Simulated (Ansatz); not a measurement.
The same calculation of Zr2CN, space group R-3m as a Python script and as an input file (the Python package of Ansatz (0.2.0)).

The script, `run_deck.py`:
```python
"""Zr2CN from an input typed as a mapping."""

from collections import Counter

import ansatz as az
import numpy as np


def main() -> None:
    config = {
        "crystal": {
            "lattice": [
                [1.644983, 0.949731, 5.372618],
                [-1.644983, 0.949731, 5.372618],
                [0.0, -1.899463, 5.372618],
            ],
            "atoms": [
                {"symbol": "Zr", "position": [0.749067, 0.749067, 0.749067]},
                {"symbol": "Zr", "position": [0.250933, 0.250933, 0.250933]},
                {"symbol": "C", "position": [0.0, 0.0, 0.0]},
                {"symbol": "N", "position": [0.5, 0.5, 0.5]},
            ],
        },
        "kpoints": {"mp_grid": {"kspacing": 0.3}},
        "hamiltonian": {"xc": "lda"},
        "scf": {"occupations": {"method": "gaussian", "width": 0.05}},
        "output": {"stress": True, "eigenvalues": True},
    }

    done = az.Session.from_dict(config).plan(threads=1).execute()
    summary = done.report

    print(f"free energy      {summary['free_energy_ev']:.5f} eV")
    print(f"per atom         {summary['free_energy_ev'] / len(done.lattice.sites):.5f} eV")
    print(f"SCF iterations   {summary['n_iterations']}  (converged: {summary['converged']})")

    # the stress is positive in compression
    print("pressure by term (GPa)")
    for term, tensor in summary["stress_terms_gpa"].items():
        if np.any(tensor):
            print(f"  {term:28s} {np.trace(np.array(tensor)) / 3:12.3f}")
    print(f"  {'total':28s} {np.trace(np.array(summary['stress_gpa'])) / 3:12.3f}")

    fermi = summary["fermi_energy_ev"]
    print("levels less the Fermi level (eV) at the first k-points (first spin channel where there are two)")
    for k, levels in list(zip(summary["kpoints_frac"], summary["eigenvalues_ev"]))[:6]:
        print("k = ({:.3f}, {:.3f}, {:.3f})".format(*k))
        print("   ", " ".join(f"{e - fermi:.3f}" for e in levels))

    told = Counter((n["data"]["severity"], n["data"]["kind"]) for n in done.notices if n["event"] == "notice")
    for (severity, kind), count in sorted(told.items()):
        print(f"{severity:8s} {kind} x{count}")

    used = summary["setup"]
    print("cutoffs (eV):", used["ecut_ev"], used["ecutrho_ev"], " FFT grid:", used["fft_dense"])
    print("cell volume {:.3f} A^3, {} symmetry operations".format(used["cell_volume_ang3"], used["n_sym_ops"]))


if __name__ == "__main__":
    main()
```

```console
$ python run_deck.py
DeckWarning: basis.ecutwfc = 420 eV, auto-derived from the records' recommended cutoffs: set by Zr (normal level)
free energy      -8777.75349 eV
per atom         -2194.43837 eV
SCF iterations   6  (converged: True)
pressure by term (GPa)
  kinetic                          1885.385
  hartree                           391.594
  ewald                           -2860.316
  local_pseudopotential             754.845
  nonlocal_pseudopotential          109.638
  augmentation                      124.245
  nlcc                             -131.358
  xc                               -284.816
  augmentation_tail                  -0.000
  scf_correction                     -0.000
  pulay_correction                    0.367
  total                             -10.415
levels less the Fermi level (eV) at the first k-points (first spin channel where there are two)
k = (0.000, 0.000, 0.000)
    -48.912 -48.793 -27.611 -26.715 -26.715 -26.631 -26.628 -26.628 -14.770 -9.983 -6.643 -4.572 -4.572 -1.066 -0.865 -0.865 0.125 0.125 0.127 1.981 1.981
k = (0.000, 0.000, 0.125)
    -48.896 -48.787 -27.552 -26.818 -26.752 -26.736 -26.655 -26.648 -14.618 -10.092 -6.275 -4.441 -4.376 -2.361 -1.739 -1.504 -0.017 0.936 0.958 2.456 2.754
k = (0.000, 0.000, 0.250)
    -48.856 -48.772 -27.395 -27.061 -27.035 -26.784 -26.720 -26.704 -14.345 -10.108 -5.533 -4.673 -4.183 -3.419 -2.717 -2.156 -0.217 1.894 2.197 2.407 3.255
k = (0.000, 0.000, 0.375)
    -48.809 -48.763 -27.312 -27.294 -27.175 -26.826 -26.810 -26.790 -14.196 -9.928 -5.407 -4.945 -4.044 -3.712 -3.200 -2.466 -0.195 1.140 3.525 3.581 3.645
k = (0.000, 0.000, -0.500)
    -48.776 -48.773 -27.411 -27.392 -26.981 -26.964 -26.838 -26.824 -14.163 -9.856 -5.501 -4.481 -4.328 -4.026 -3.265 -2.541 -0.036 0.675 3.904 4.084 4.114
k = (0.000, 0.125, 0.125)
    -48.895 -48.788 -27.544 -26.801 -26.783 -26.749 -26.643 -26.641 -14.607 -10.134 -6.192 -4.415 -4.332 -2.220 -1.957 -1.794 0.578 0.590 0.718 2.171 3.043
audit    band_cg_iterations x1
audit    preconditioner_resolved x1
cutoffs (eV): 420.0 1680.0  FFT grid: [24, 24, 40]
cell volume 50.362 A^3, 12 symmetry operations
```
(Warnings from the package without file and line.)

`input.yaml`:
```yaml
crystal:
  lattice:
    - [1.644983, 0.949731, 5.372618]
    - [-1.644983, 0.949731, 5.372618]
    - [0.0, -1.899463, 5.372618]
  atoms:
    - { symbol: Zr, position: [0.749067, 0.749067, 0.749067] }
    - { symbol: Zr, position: [0.250933, 0.250933, 0.250933] }
    - { symbol: C, position: [0.0, 0.0, 0.0] }
    - { symbol: "N", position: [0.5, 0.5, 0.5] }
kpoints:
  mp_grid: { kspacing: 0.3 }
hamiltonian:
  xc: lda
scf:
  occupations: { method: gaussian, width: 0.05 }
output:
  stress: true
  eigenvalues: true
```

Launched from the shell:
```console
$ ansatz run input.yaml --threads 1 --pin off --max-ram 3072MiB --backend cpu --events-out ev --progress --plain --runs-dir out
basis.fft_grid_basis auto: the FFT boxes are laid along the combinations [[1, 0, -1], [0, 1, -1], [0, 0, 1]] of the cell's own vectors, 3.290, 3.290 and 5.699 Å long. The dense box has 24×24×40 points. Along the cell's own vectors, as sized, it would have 40×40×40, 2.78 times as many. Of the 12 symmetry operations that the crystal satisfies within crystal.symmetry.tolerance (time reversal apart; of a slab, those that keep its plane) the dense box along the cell's own vectors carries 12, and the one as laid loses 8 of those. basis.fft_grid_basis: typed keeps the cell's own vectors: state it where this run's energies or levels are differenced outside the engine with another run's, or held beside a run that keeps those vectors.
Engine: ansatz 0.2.0, aarch64-unknown-linux-gnu
Pseudopotentials: kind: paw
Pseudopotential: Zr, paw, valence charge 12, recommended cutoff 420 eV (normal), Zr.paw.azcp
Pseudopotential: C, paw, valence charge 4, recommended cutoff 420 eV (normal), C.paw.azcp
Pseudopotential: N, paw, valence charge 5, recommended cutoff 420 eV (normal), N.paw.azcp
Functional definition: SPW92
  exchange = slater_x
  correlation = pw_c
Crystal: 4 atoms, lattice volume = 50.362 Å³
Basis set: ecut = 420 eV, 1007 PW (Γ), FFT grids on a1−a3, a2−a3, a3
Bands: 21, of which v1, the nominal top of the filled ones, is band 17 counted from 1 (16 counted from 0)
Symmetry: 12 space group operations
Space group: R-3m (ITA 166), of the structure as read, at distance tolerance 3.7e-5 Å
k-points: 65 of 512
Non-local potential: Zr, projectors of the file, l = 0: 3, l = 1: 2, l = 2: 2, l = 3: 2
Non-local potential: C, projectors of the file, l = 0: 2, l = 1: 2, l = 2: 1
Non-local potential: N, projectors of the file, l = 0: 2, l = 1: 2, l = 2: 1
PAW form: soft (Blöchl's): semilocal exchange-correlation on the pseudo side does not see the compensation charge
PAW frozen core: Zr, regenerated for the run's functional, and the local potential with it (the file was generated under x = pbe(κ = 0.804, μ = 0.2195149727645171), c = pbe(β = 0.06672455060314922))
PAW frozen core: C, regenerated for the run's functional, and the local potential with it (the file was generated under x = pbe(κ = 0.804, μ = 0.2195149727645171), c = pbe(β = 0.06672455060314922))
PAW frozen core: N, regenerated for the run's functional, and the local potential with it (the file was generated under x = pbe(κ = 0.804, μ = 0.2195149727645171), c = pbe(β = 0.06672455060314922))
PAW one-centre angular grid: Zr, 590 points (default); XC on 64 Gauss nodes
PAW one-centre angular grid: C, 110 points (default); XC on 64 Gauss nodes
PAW one-centre angular grid: N, 110 points (default); XC on 64 Gauss nodes
Initial density: superposition of atomic densities (neutral atoms: chi_scale 0, normalization atom), corrected by the library's trained network
Initial wavefunctions: pseudopotential atomic-orbital guess
Functional: x = slater, c = lda
SCF iter   1: F=—  HF=-8777.769003 eV  |F-HF|=—  |Δ(HF+E_count)|=         —  Δρ=1.03e-2  dr2=7.83e-2  ethr=1.77e-3  ⟨swp⟩=4.6  Hψ=5740  notcnv=0
preconditioner: auto → none  [insulator: Δε(μ)=0.092 eV  Ē_g=16.999 eV  σ=0.050 eV  W_gap=0.70  n_scr=16 (ndim 8)  ℏωp=28.2 eV  f_vac=0.000  D(μ)=0.34/eV (n_scr^D=0)  ε∞_Penn≈3.7]
SCF iter   2: F=—  HF=-8777.753931 eV  |F-HF|=—  |Δ(HF+E_count)|=   1.51e-2  Δρ=2.75e-3  dr2=1.83e-3  ethr=2.37e-4  ⟨swp⟩=2.0  Hψ=2157  notcnv=0  defer=23
SCF iter   3: F=—  HF=-8777.753525 eV  |F-HF|=—  |Δ(HF+E_count)|=   4.06e-4  Δρ=1.09e-3  dr2=2.71e-4  ethr=5.53e-6  ⟨swp⟩=2.8  Hψ=2307  notcnv=0  defer=23
SCF iter   4: F=—  HF=-8777.753494 eV  |F-HF|=—  |Δ(HF+E_count)|=   3.05e-5  Δρ=3.19e-4  dr2=4.50e-5  ethr=8.20e-7  ⟨swp⟩=2.2  Hψ=1988  notcnv=0  defer=23
SCF iter   5: F=—  HF=-8777.753487 eV  |F-HF|=—  |Δ(HF+E_count)|=   7.77e-6  Δρ=4.93e-5  dr2=4.63e-7  ethr=1.36e-7  ⟨swp⟩=2.0  Hψ=1972  notcnv=0  defer=23
SCF iter   6: F=-8777.753487 eV  HF=-8777.753487 eV  |F-HF|=6.60e-10  |Δ(HF+E_count)|=   1.21e-8  Δρ=5.93e-6  dr2=8.95e-9  ethr=3.03e-10  ⟨swp⟩=6.0  Hψ=5667  notcnv=0
SCF 1 converged in 6 iterations: F = -8777.753487 eV  dr2 = 8.95e-9
  greatest PAW one-centre occupation: 0.997 electrons in one spin orbital (limit 2), on the Zr atom at site 1 (counted from 0), in its partial waves of l = 0
SCF converged after 6 iterations
Free energy (F): -8777.753487 eV
Harris-Foulkes:  -8777.753487 eV  (|F-HF|=6.60e-10)
Internal energy: -8777.752995 eV  (E = F + TS)
E sigma→0 (E₀):  -8777.753241 eV
Entropy (-TS):   -0.000491 eV (-0.123 meV/atom)
Fermi energy:    15.992647 eV
--- Per-component energies (eV) ---
  E_band       = -87.496364
  E_kinetic    = 888.956267
  E_local      = -1239.694582  (includes V_loc(G=0)·N_el)
  E_nonlocal   = 237.852871
  E_hartree    = 369.271723
  E_xc         = -431.850989
  E_vxc        = -521.377788  (∫ρ·V_xc dr)
  E_paw        = -5905.902894  (= ΣΔE_a)
  E_vpaw       = -191.776053  (= ΣTr[D̂ρ^β])
  E_aug_tail   = 0.000137  (compensation charges beyond the density's cutoff)
  E_ewald      = -2697.269206
  E_core_change = 0.883678  (= ΣΔE_core)
  E_smearing   = -0.000491  (= −TS)
  E_closure    = -0.000000  (closes the sum)
  Σ components = -8777.753487   (vs F -8777.753487, Δ=0.00e0)
--- Stress (GPa, compression-positive) ---
      -10.598423       0.000000       0.000000
        0.000000     -10.598423      -0.000000
        0.000000      -0.000000     -10.049607
  P = ⅓ Tr σ = -10.4155 GPa (-104.155 kbar)
--- Band table (eV; the first three rows and the last of 65) ---
  k-point 0: bands = ["-32.9191", "-32.8008", "-11.6181", "-10.7221", "-10.7221", "-10.6384", "-10.6358", "-10.6358", "1.2224", "6.0093", "9.3495", "11.4202", "11.4202", "14.9263", "15.1278", "15.1278", "16.1179", "16.1179", "16.1193", "17.9740", "17.9740"]
  k-point 1: bands = ["-32.9033", "-32.7940", "-11.5595", "-10.8251", "-10.7595", "-10.7429", "-10.6625", "-10.6553", "1.3742", "5.9002", "9.7179", "11.5516", "11.6167", "13.6312", "14.2539", "14.4883", "15.9755", "16.9282", "16.9511", "18.4488", "18.7471"]
  k-point 2: bands = ["-32.8630", "-32.7793", "-11.4025", "-11.0679", "-11.0421", "-10.7909", "-10.7278", "-10.7111", "1.6473", "5.8846", "10.4596", "11.3198", "11.8095", "12.5734", "13.2753", "13.8369", "15.7756", "17.8868", "18.1897", "18.3993", "19.2476"]
  k-point 64: bands = ["-32.8641", "-32.8566", "-11.1524", "-11.1495", "-10.6835", "-10.6835", "-10.6751", "-10.6751", "1.5167", "5.3672", "11.5037", "11.9162", "12.0347", "12.0347", "13.3741", "13.3741", "17.2391", "17.4721", "17.4721", "17.5130", "17.7093"]
```

Total energies depend on the potentials; only differences at equal settings carry meaning. The run is spin-unpolarised. The computed bands are complete only to about 1.7 eV above the Fermi level. Pressure is positive in compression. At these settings the cell as given stands under about -10 GPa, so it isn't at this functional's equilibrium volume. This cell is a computed structure, which may not be the phase found in nature. Gaps and levels are Kohn-Sham values on a finite set of k-points, without spin-orbit coupling. Run time: 3.6 s on 1 thread of Arm Neoverse V1 (shared host), peak memory 0.4 GiB.
